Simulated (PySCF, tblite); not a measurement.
**C4H7BF2: geometry, infrared bands, NMR shifts, spin-spin couplings, electronic excitations and core binding energies**

Wanted: the infrared bands, NMR shifts, spin-spin couplings, electronic excitations and core binding energies of C4H7BF2 (`FB(F)CC1CC1`), by calculation.

The runs use tblite 0.8.0 and PySCF 2.14.0, with density-fitted response routines of our own; the level of theory stands in each step. All values are computed, except where a source is named. Atoms count from 0, in the outputs and in this text.

**1. The molecule as given**

14 atoms, charge 0, multiplicity 1; geometry from: force field or distance geometry start.

Bonds of the start (Å): F0–B1 1.44, B1–F2 1.47, B1–C3 1.57, C3–C4 1.49, C4–C5 1.53, C5–C6 1.51, C6–C4 1.48, C3–H7 1.13, C3–H8 1.11, C4–H9 1.13, C5–H10 1.12, C5–H11 1.09, C6–H12 1.12, C6–H13 1.12.

**2. Geometry optimisation with GFN2-xTB**

Job settings and geometry (Å):

```
{"job": {"kind": "relax", "xc": "GFN2-xTB", "basis": "xTB"}, "charge": 0, "multiplicity": 1}
F      1.881500     0.818900    -2.162100
B      2.056400     0.609000    -0.752500
F      2.983700     1.541600    -0.092600
C      1.016500    -0.105500     0.174000
C     -0.367000    -0.210300    -0.361100
C     -1.308800    -0.925900     0.609800
C     -1.535100     0.510200     0.186000
H      1.379400    -1.165100     0.319900
H      1.014800     0.336900     1.187300
H     -0.510000    -0.562600    -1.426000
H     -0.889000    -1.104800     1.633800
H     -1.862700    -1.755000     0.158000
H     -1.410000     1.323200     0.941700
H     -2.450300     0.688800    -0.438400
```

Run with:

```console
OMP_NUM_THREADS=1 python probes_run.py task.json out
```

The driver reads the jobs from task.json and runs them one after another.

**Question.** This job is followed by: GFN2-xTB harmonic vibrations, gas phase; PBE0-D3(BJ)/def2-SVP geometry optimisation, gas phase; GIAO PBE0/pcSseg-1 NMR shielding, non-relativistic, gas phase; B3LYP/pcJ-1 indirect spin-spin coupling, non-relativistic, gas phase; TDDFT CAM-B3LYP/def2-SVPD, vertical, gas phase, core orbitals frozen in the response; GIAO KT3/pcSseg-2 NMR shielding, non-relativistic, gas phase; delta-SCF UKS SCAN, pcX-2 on the ionised atom, pcseg-1 elsewhere, spin-free X2C. What will the session give for the following? strongest single infrared mode (GFN2-xTB); zero-point energy (GFN2-xTB); point group; rotational constants (main isotopes); 13C shifts against TMS (PBE0/pcSseg-1, means over atoms taken as alike); 1H shifts against TMS (PBE0/pcSseg-1, means over atoms taken as alike); 19F shifts against CFCl3 (PBE0/pcSseg-1, means over atoms taken as alike); 11B shifts against BF3·OEt2 (PBE0/pcSseg-1); surface potential, 1st and 99th percentile; largest coupling of the table (B3LYP/pcJ-1); lowest singlet (CAM-B3LYP/def2-SVPD); brightest single state of those computed; lowest triplet; vertical ionisation energy (ΔSCF); C1s binding energies, SCAN/pcX-2; F1s binding energies, SCAN/pcX-2; B1s binding energies, SCAN/pcX-2; range of the shift of F0.

**Answer**, as computed:

| quantity | value |
| --- | --- |
| strongest single infrared mode (GFN2-xTB) | 1278 cm⁻¹, 408 km/mol |
| zero-point energy (GFN2-xTB) | 67.3 kcal/mol |
| point group | C1 |
| rotational constants (main isotopes) | 5.88, 1.37, 1.25 GHz |
| 13C shifts against TMS (PBE0/pcSseg-1, means over atoms taken as alike) | 19.6, 7.4, 5.9 ppm |
| 1H shifts against TMS (PBE0/pcSseg-1, means over atoms taken as alike) | 0.76, 0.69, 0.52, -0.09 ppm |
| 19F shifts against CFCl3 (PBE0/pcSseg-1, means over atoms taken as alike) | -63.8 ppm |
| 11B shifts against BF3·OEt2 (PBE0/pcSseg-1) | 29.9 ppm |
| surface potential, 1st and 99th percentile | -0.80 V and 1.63 V |
| largest coupling of the table (B3LYP/pcJ-1) | 2J(F,F) F0–F2, -217.5 Hz |
| lowest singlet (CAM-B3LYP/def2-SVPD) | 7.54 eV (164 nm), f = 0.018 |
| brightest single state of those computed | state 9, 8.88 eV, f = 0.050 |
| lowest triplet | 7.03 eV |
| vertical ionisation energy (ΔSCF) | 10.39 eV |
| C1s binding energies, SCAN/pcX-2 | C4 290.86, C3 290.78, C5 290.64 eV |
| F1s binding energies, SCAN/pcX-2 | F0 693.45 eV |
| B1s binding energies, SCAN/pcX-2 | B1 199.38 eV |
| range of the shift of F0 | -97.0 to -63.8 ppm |

What this shows: Relaxing lowered the energy by 1.074 eV in 72 steps; the close pair that moved most is B1–F2, from 1.471 to 1.319 Å (GFN2-xTB). No mode is imaginary among the 36: a minimum at this level. The strongest single mode, at 1278 cm⁻¹, moves mainly B1. GFN2-xTB is a fitted tight-binding method: band positions and strengths are rough. Its intensities can rank the bands wrongly. Over 5 steps the energy fell by 0.142 eV; of the close pairs, C3–C4 changed most, 1.556 to 1.510 Å (PBE0/def2-SVP). At PBE0/pcSseg-1: Shielding is most anisotropic at F0, F2 (span 314 ppm, paramagnetic term -227 ppm). In the run at B3LYP/pcJ-1, the largest coupling of the table is F0–F2, -217.5 Hz, of which the Fermi-contact term gives 35.7 Hz. Couplings across rotatable bonds belong to this one conformer; where others are populated, the observed values are averages, and the simulated multiplets take (2 J gauche + J anti)/3 across rotating chain bonds. Density functionals describe couplings to fluorine poorly, F–F couplings above all, so those rows are rough. The first singlet state (HOMO→LUMO+1 0.60, HOMO→LUMO 0.33) lies at 7.54 eV and is weak; of the 10 states computed, the strongest absorption comes from state 9 at 8.88 eV. The lowest triplet lies 0.51 eV below the lowest singlet (triplets in Tamm-Dancoff, singlets in full TDDFT). The orbital energy would give 9.53 eV for ionisation, ΔSCF gives 10.39 eV. C4 (three-membered-ring carbon) binds its C1s electron 0.22 eV more tightly than C5 (three-membered-ring carbon).
